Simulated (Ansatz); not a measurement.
# C₄H₃F₅: up Jacob's ladder to CCSD(T)

How much do the methods differ for C₄H₃F₅? The plan is to run it at one geometry with functionals of several rungs and with coupled cluster, and see how far each lands from CCSD(T) at the basis-set limit for the atomisation energy.

Program: Ansatz 0.2.0, Gaussian basis. Level of theory: functionals in def2-TZVPP, the program's frozen cores in correlated methods. These are calculated values, not measurements.

Plan: LDA (SPW92), PBE-D4, revPBE-D4, BLYP-D4, r2SCAN-D4, B97M-V, PBE0-D4, B3LYP-D4, r2SCANh-D4, r2SCAN0-D4, HSE06-D4, BHLYP-D4, CAM-B3LYP-D4, LC-ωPBE, ωB97X-V, ωB97M-V, B2PLYP, PBE-QIDH; CCSD(T)/def2-SVP; CCSD(T)/def2-TZVPP; MP2/def2-QZVPP; extrapolation to the limit; RPA on PBE.

**1. Structure used throughout**

All runs share one geometry, relaxed beforehand with PBE0-D4 in a triple-zeta def2 set.

SMILES `F[C@@H]1[C@@H](F)C(F)(F)[C@H]1F`, 12 atoms, charge 0, spin multiplicity 1.

Atoms are counted from 1 here; the program's logs count them from 0.

Bond lengths: F1–C2 1.360 Å, C2–C3 1.529 Å, C2–C8 1.529 Å, C2–H10 1.094 Å, C3–F4 1.354 Å, C3–C5 1.539 Å, C3–H11 1.094 Å, C5–F6 1.341 Å, C5–F7 1.341 Å, C5–C8 1.539 Å, C8–F9 1.354 Å, C8–H12 1.094 Å. Angles: F1–C2–C3 117.3°, F1–C2–C8 117.3°, F1–C2–H10 110.1°, C3–C2–C8 89.0°, C3–C2–H10 110.9°, C8–C2–H10 110.9°, C2–C3–F4 117.6°, C2–C3–C5 87.5°, C2–C3–H11 111.8°, F4–C3–C5 117.4°, F4–C3–H11 110.2°, C5–C3–H11 110.7°, C3–C5–F6 112.2°, C3–C5–F7 117.3°, C3–C5–C8 88.3°, F6–C5–F7 108.6°, F6–C5–C8 112.2°, F7–C5–C8 117.3° and more.

**2. LDA**

This LDA is Slater exchange with PW92 correlation.

The input, in.yaml:

```yaml
crystal:
  periodic: [false, false, false]
  atoms:
    - {symbol: F, position_ang: [-0.482444, -1.982131, -1.016065]}
    - {symbol: C, position_ang: [-0.298343, -0.652470, -0.796410]}
    - {symbol: C, position_ang: [-0.992671, -0.040959, 0.420904]}
    - {symbol: F, position_ang: [-2.157110, 0.616969, 0.212691]}
    - {symbol: C, position_ang: [0.272344, 0.809620, 0.630358]}
    - {symbol: F, position_ang: [0.187305, 2.001669, 0.022358]}
    - {symbol: F, position_ang: [0.681418, 1.001755, 1.893103]}
    - {symbol: C, position_ang: [1.046634, -0.218654, -0.212695]}
    - {symbol: F, position_ang: [1.978132, 0.256630, -1.072089]}
    - {symbol: H, position_ang: [-0.530701, -0.086002, -1.703129]}
    - {symbol: H, position_ang: [-1.109134, -0.767938, 1.229908]}
    - {symbol: H, position_ang: [1.481670, -0.993690, 0.424966]}
basis:
  gaussian: {orbitals: def2-TZVPP}
hamiltonian: {xc: lda}
output: {orbitals: {seedname: orbitals}}
```

Started as:

```
ansatz run in.yaml --threads 2 --pin off --events-out ev --progress --plain --max-ram 32768MiB --backend cuda --devices 0, --max-vram 18GiB
```

Further steps of the session: PBE-D4 (GGA); revPBE-D4 (GGA); BLYP-D4 (GGA); r2SCAN-D4 (meta-GGA); B97M-V (meta-GGA); PBE0-D4 (hybrid); B3LYP-D4 (hybrid); r2SCANh-D4 (hybrid); r2SCAN0-D4 (hybrid); HSE06-D4 (hybrid); BHLYP-D4 (hybrid); CAM-B3LYP-D4 (range-separated); LC-ωPBE (range-separated); ωB97X-V (range-separated); ωB97M-V (range-separated); B2PLYP (double hybrid); PBE-QIDH (double hybrid); CCSD(T) in def2-SVP; CCSD(T) in def2-TZVPP; MP2 in def2-QZVPP; RPA on PBE orbitals.

Before running them: what should the planned runs give, taken together? Wanted: atomisation energy, CCSD(T)/CBS; farthest beyond LDA; mean size of error, GGA; mean size of error, meta-GGA; mean size of error, hybrid; mean size of error, range-separated; mean size of error, double hybrid; gap, smallest and largest; T1 diagnostic.

The runs gave:

| quantity | value |
| --- | --- |
| atomisation energy, CCSD(T)/CBS | 51.925 eV |
| functionals within 0.260 eV (0.5 %) | BLYP-D4, B97M-V, B3LYP-D4, r2SCANh-D4, PBE-QIDH |
| farthest beyond LDA | BHLYP-D4 (-2.761 eV) |
| mean size of error, GGA | 1.161 eV |
| mean size of error, meta-GGA | 0.310 eV |
| mean size of error, hybrid | 0.949 eV |
| mean size of error, range-separated | 0.544 eV |
| mean size of error, double hybrid | 0.308 eV |
| gap, smallest and largest | 6.42 eV (LDA (SPW92)), 14.46 eV (LC-ωPBE) |
| T1 diagnostic | 0.0117 |
| triples share of the correlation energy | 3.4 % |

**Reading.** LDA overbinds by 11.104 eV (21 %). PBE-D4 is off by +2.648 eV. Double hybrids carry the basis error of their MP2 part in triple zeta, and no dispersion term here, so their miss is partly the set-up's. Taken by rung, double hybrid functionals do best (0.308 eV on average) and GGA ones worst beyond LDA (1.161 eV). The gap between the best rungs is small, so their order is not settled. Misses under about 0.260 eV are within the doubt on the reference itself, which lacks core-valence correlation, relativity and higher excitations. Hartree-Fock recovers 69 % of the binding; the rest is correlation. CCSD(T) in def2-SVP is off by -2.374 eV, more than most functionals: a good method in a small basis is no reference. Orbital gaps span 6.4 to 14.5 eV; exact exchange widens them.
